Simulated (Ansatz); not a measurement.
# CH4AlFSSi: a ladder of functionals and wavefunction methods

The task here is to estimate one member of a computed series from the others.

Computed with Ansatz 0.2.0, Gaussian basis. Level: functionals in def2-TZVPP, the program's frozen cores in correlated methods.

Plan: PBE-D4, r2SCAN-D4, PBE0-D4, B3LYP-D4, ωB97X-V, ωB97M-V, B2PLYP; CCSD(T)/def2-TZVPP; MP2/def2-QZVPP; extrapolation to the limit.

## The relaxed structure

All runs share one geometry, relaxed beforehand with PBE0-D4 in a triple-zeta def2 set.

SMILES `F[SiH]1[CH2][AlH][S]1`, 9 atoms, charge 0, spin multiplicity 1.

Atoms are counted from 1 here; the program's logs count them from 0.

Bond lengths: F1–Si2 1.599 Å, Si2–C3 1.859 Å, Si2–S5 2.144 Å, Si2–H6 1.481 Å, C3–Al4 1.958 Å, C3–H7 1.094 Å, C3–H8 1.092 Å, Al4–S5 2.190 Å, Al4–H9 1.576 Å. Angles: F1–Si2–C3 112.4°, F1–Si2–S5 110.3°, F1–Si2–H6 106.5°, C3–Si2–S5 99.9°, C3–Si2–H6 116.6°, S5–Si2–H6 111.0°, Si2–C3–Al4 88.7°, Si2–C3–H7 112.1°, Si2–C3–H8 114.7°, Al4–C3–H7 114.8°, Al4–C3–H8 117.2°, H7–C3–H8 108.4°, C3–Al4–S5 95.3°, C3–Al4–H9 137.1°, S5–Al4–H9 127.5°, Si2–S5–Al4 76.0°.

Set-up of the first run:

The input, in.yaml:

```yaml
crystal:
  periodic: [false, false, false]
  atoms:
    - {symbol: F, position_ang: [-0.269432, 0.856504, 2.270171]}
    - {symbol: Si, position_ang: [-0.014958, 0.956449, 0.694603]}
    - {symbol: C, position_ang: [0.808634, -0.564386, 0.012283]}
    - {symbol: Al, position_ang: [-0.760113, -0.849848, -1.124194]}
    - {symbol: S, position_ang: [-1.875583, 0.875348, -0.366725]}
    - {symbol: H, position_ang: [0.674592, 2.245960, 0.461214]}
    - {symbol: H, position_ang: [0.963446, -1.328185, 0.779783]}
    - {symbol: H, position_ang: [1.761544, -0.381684, -0.489477]}
    - {symbol: H, position_ang: [-1.199632, -1.856456, -2.254857]}
basis:
  gaussian: {orbitals: def2-TZVPP}
hamiltonian: {xc: pbe, dispersion: d4}
output: {forces: true, orbitals: {seedname: orbitals}}
```

Command:

```sh
ansatz run in.yaml --threads 4 --pin off --events-out ev --progress --plain --max-ram 10444MiB
```

Among the steps run: PBE-D4 (GGA); r2SCAN-D4 (meta-GGA); PBE0-D4 (hybrid); B3LYP-D4 (hybrid); ωB97X-V (range-separated); ωB97M-V (range-separated); B2PLYP (double hybrid); CCSD(T) in def2-TZVPP; MP2 in def2-QZVPP.

One table of the session follows, with a row left open; its other results are not shown here.

```
            method  atomisation energy (kcal/mol)
            PBE-D4                          786.9
         r2SCAN-D4                              ?
           PBE0-D4                          778.2
          B3LYP-D4                          772.7
           ωB97X-V                          785.9
           ωB97M-V                          784.6
            B2PLYP                          767.6
     HF/def2-TZVPP                          582.6
    MP2/def2-TZVPP                          777.2
   CCSD/def2-TZVPP                          746.4
CCSD(T)/def2-TZVPP                          758.8
           MP2/CBS                          801.0
       CCSD(T)/CBS                          782.6
```

Estimate the missing values for r2SCAN-D4.

**Answer.** atomisation energy (kcal/mol): 786.3. In the column «atomisation energy (kcal/mol)» it lies between ωB97X-V (785.9) and PBE-D4 (786.9).
